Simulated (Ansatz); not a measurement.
**CH₉AlSi₂: one species, many methods**

Aim: compute CH₉AlSi₂ with functionals from several rungs and with coupled cluster, and see how far each lands from CCSD(T) at the basis-set limit for the atomisation energy.

The runs use Ansatz 0.2.0, Gaussian basis; functionals in def2-TZVPP, the program's frozen cores in correlated methods.

The runs, in order: LDA (SPW92), PBE-D4, revPBE-D4, BLYP-D4, r2SCAN-D4, B97M-V, PBE0-D4, B3LYP-D4, r2SCANh-D4, r2SCAN0-D4, HSE06-D4, BHLYP-D4, CAM-B3LYP-D4, LC-ωPBE, ωB97X-V, ωB97M-V, B2PLYP, PBE-QIDH; CCSD(T)/def2-SVP; CCSD(T)/def2-TZVPP; CCSD(T)/def2-QZVPP; extrapolation to the limit; RPA on PBE.

## (1) The geometry

The geometry comes from an earlier relaxation with PBE0-D4 in a triple-zeta def2 set; it is a stationary point, not always the lowest conformer.

SMILES `[CH3][Al]([SiH3])[SiH3]`, 13 atoms, charge 0, spin multiplicity 1.

Atoms are counted from 1 here; the program's logs count them from 0.

Bond lengths: C1–Al2 1.956 Å, C1–H5 1.092 Å, C1–H6 1.096 Å, C1–H7 1.095 Å, Al2–Si3 2.464 Å, Al2–Si4 2.462 Å, Si3–H8 1.491 Å, Si3–H9 1.494 Å, Si3–H10 1.494 Å, Si4–H11 1.492 Å, Si4–H12 1.493 Å, Si4–H13 1.493 Å. Angles: Al2–C1–H5 113.4°, Al2–C1–H6 110.2°, Al2–C1–H7 110.6°, H5–C1–H6 108.0°, H5–C1–H7 108.2°, H6–C1–H7 106.2°, C1–Al2–Si3 118.5°, C1–Al2–Si4 122.5°, Si3–Al2–Si4 119.0°, Al2–Si3–H8 113.6°, Al2–Si3–H9 111.0°, Al2–Si3–H10 111.1°, H8–Si3–H9 107.1°, H8–Si3–H10 107.2°, H9–Si3–H10 106.5°, Al2–Si4–H11 114.1°, Al2–Si4–H12 110.7°, Al2–Si4–H13 110.7° and more.

## (2) LDA

This LDA is Slater exchange with PW92 correlation.

The input, in.yaml:

```yaml
crystal:
  periodic: [false, false, false]
  atoms:
    - {symbol: C, position_ang: [-0.781212, 1.807703, -0.883549]}
    - {symbol: Al, position_ang: [-0.094595, 0.148480, -0.108264]}
    - {symbol: Si, position_ang: [1.646512, 0.295773, 1.629223]}
    - {symbol: Si, position_ang: [-0.909836, -2.069653, -0.798070]}
    - {symbol: H, position_ang: [-1.525818, 1.645220, -1.665536]}
    - {symbol: H, position_ang: [-1.237827, 2.428285, -0.104342]}
    - {symbol: H, position_ang: [0.035987, 2.401020, -1.307845]}
    - {symbol: H, position_ang: [2.093618, -1.031275, 2.140178]}
    - {symbol: H, position_ang: [1.164016, 1.080476, 2.805135]}
    - {symbol: H, position_ang: [2.858821, 1.001330, 1.115723]}
    - {symbol: H, position_ang: [-1.962327, -2.030131, -1.854313]}
    - {symbol: H, position_ang: [-1.479406, -2.807998, 0.368136]}
    - {symbol: H, position_ang: [0.212467, -2.903931, -1.321576]}
basis:
  gaussian: {orbitals: def2-TZVPP}
hamiltonian: {xc: lda}
output: {orbitals: {seedname: orbitals}}
```

Run with:

```sh
ansatz run in.yaml --threads 2 --pin off --events-out ev --progress --plain --max-ram 22528MiB --backend cuda --devices 0, --max-vram 18GiB
```

Further steps of the session: PBE-D4 (GGA); revPBE-D4 (GGA); BLYP-D4 (GGA); r2SCAN-D4 (meta-GGA); B97M-V (meta-GGA); B3LYP-D4 (hybrid); r2SCANh-D4 (hybrid); r2SCAN0-D4 (hybrid); HSE06-D4 (hybrid); BHLYP-D4 (hybrid); CAM-B3LYP-D4 (range-separated); LC-ωPBE (range-separated); ωB97X-V (range-separated); ωB97M-V (range-separated); B2PLYP (double hybrid); PBE-QIDH (double hybrid); CCSD(T) in def2-SVP; CCSD(T) in def2-TZVPP; CCSD(T) in def2-QZVPP; RPA on PBE orbitals.

Before running them: what should the planned runs give, taken together? Wanted: atomisation energy, CCSD(T)/CBS; farthest beyond LDA; mean size of error, GGA; mean size of error, meta-GGA; mean size of error, hybrid; mean size of error, range-separated; mean size of error, double hybrid; gap, smallest and largest; T1 diagnostic.

As calculated:

| quantity | value |
| --- | --- |
| atomisation energy, CCSD(T)/CBS | 3953.2 kJ/mol |
| functionals within 19.8 kJ/mol (0.5 %) | r2SCAN-D4, B3LYP-D4, r2SCANh-D4, CAM-B3LYP-D4, ωB97M-V |
| farthest beyond LDA | revPBE-D4 (-85.8 kJ/mol) |
| mean size of error, GGA | 58.7 kJ/mol |
| mean size of error, meta-GGA | 14.0 kJ/mol |
| mean size of error, hybrid | 25.2 kJ/mol |
| mean size of error, range-separated | 20.0 kJ/mol |
| mean size of error, double hybrid | 55.1 kJ/mol |
| gap, smallest and largest | 3.14 eV (LDA (SPW92)), 9.50 eV (LC-ωPBE) |
| T1 diagnostic | 0.0127 |
| triples share of the correlation energy | 3.4 % |

In words: The LDA atomisation energy is off by 390.5 kJ/mol (10 %): it overbinds. PBE-D4 is off by -31.4 kJ/mol. Double hybrids carry the basis error of their MP2 part in triple zeta, and no dispersion term here, so their miss is partly the set-up's. By mean error the best rung here is meta-GGA (14.0 kJ/mol) and the worst beyond LDA is GGA (58.7 kJ/mol). The gap between the best rungs is small, so their order is not settled. The reference freezes the cores and leaves out relativity and excitations past (T), so misses under about 19.8 kJ/mol can't be ranked. Hartree-Fock recovers 77 % of the binding; the rest is correlation. CCSD(T) in def2-SVP is off by -226.5 kJ/mol, more than most functionals: a good method in a small basis is no reference. Orbital gaps span 3.1 to 9.5 eV; exact exchange widens them.
